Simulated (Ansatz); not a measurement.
## Be5Pt, space group F-43m: a test of the smearing width, step by step

Program: the Python package of Ansatz (0.2.0).

Interactive session:
```pycon
>>> import warnings
>>> import ansatz
>>> import pandas as pd
>>> from pymatgen.core import Lattice, Structure
>>> from pymatgen.io.ase import AseAtomsAdaptor
>>> XC = "lda"
>>> MAX_ITERATIONS = 80
>>> warnings.simplefilter("ignore", ansatz.DeckWarning)
>>> pmg_structure = Structure(
...     Lattice([(0.0, 2.981302, 2.981302), (2.981302, 0.0, 2.981302), (2.981302, 2.981302, 0.0)]),
...     ["Be", "Be", "Be", "Be", "Be", "Pt"],
...     [
...         (0.25, 0.25, 0.25),
...         (0.624263, 0.624263, 0.127212),
...         (0.624263, 0.127212, 0.624263),
...         (0.127212, 0.624263, 0.624263),
...         (0.624263, 0.624263, 0.624263),
...         (0.0, 0.0, 0.0),
...     ],
... )
>>> be5pt = ansatz.Crystal.from_ase(AseAtomsAdaptor.get_atoms(pmg_structure))
>>> calculation = be5pt.calculation()
>>> calculation = calculation.functional(XC).kpoints(7, center="gamma")
>>> calculation = calculation.scf(max_iterations=MAX_ITERATIONS)
>>> rows = []
>>> for value in [0.5, 0.3, 0.2, 0.1]:
...     report = calculation.occupations("methfessel_paxton", width=value).run(threads=1, pin="off").report
...     rows.append((value, report["free_energy_ev"] / len(report["lattice"]["sites"]), report["n_iterations"], report["n_kpoints"]))
...

>>> table = pd.DataFrame(rows, columns=["width (eV)", "F/atom (eV)", "iterations", "k-points"])
>>> table.round(5)
   width (eV)  F/atom (eV)  iterations  k-points
0         0.5  -2114.83890           6        20
1         0.3  -2114.83921           6        20
2         0.2  -2114.83927           6        20
3         0.1  -2114.83941           6        20
>>> # the last row is the reference
>>> for row in rows[:-1]:
...     shift = 1000 * (row[1] - rows[-1][1])
...     print(f"{row[0]}: {shift:+.2f} meV/atom" + ("  (within 1 meV)" if abs(shift) < 1 else ""))
...
0.5: +0.51 meV/atom  (within 1 meV)
0.3: +0.20 meV/atom  (within 1 meV)
0.2: +0.14 meV/atom  (within 1 meV)
```

Going from 0.1 to 0.5 eV changes F by +0.5 meV an atom. This scheme is built to cancel the term in the square of the width, so the shifts stay small and are partly the mesh's error.

Notes:
- The run is spin-unpolarised.
- Cold and Methfessel-Paxton smearing aren't meant for a gap as narrow as their width.
- Spin-orbit coupling, which matters for elements this heavy, is left out.
- This cell is a computed structure, which may not be the phase found in nature.
- It ran for 6.7 s on 1 thread of Arm Neoverse V2 (shared host), peak memory 0.46 GiB.

(Lines on the test bed's own set-up are left out of the output.)
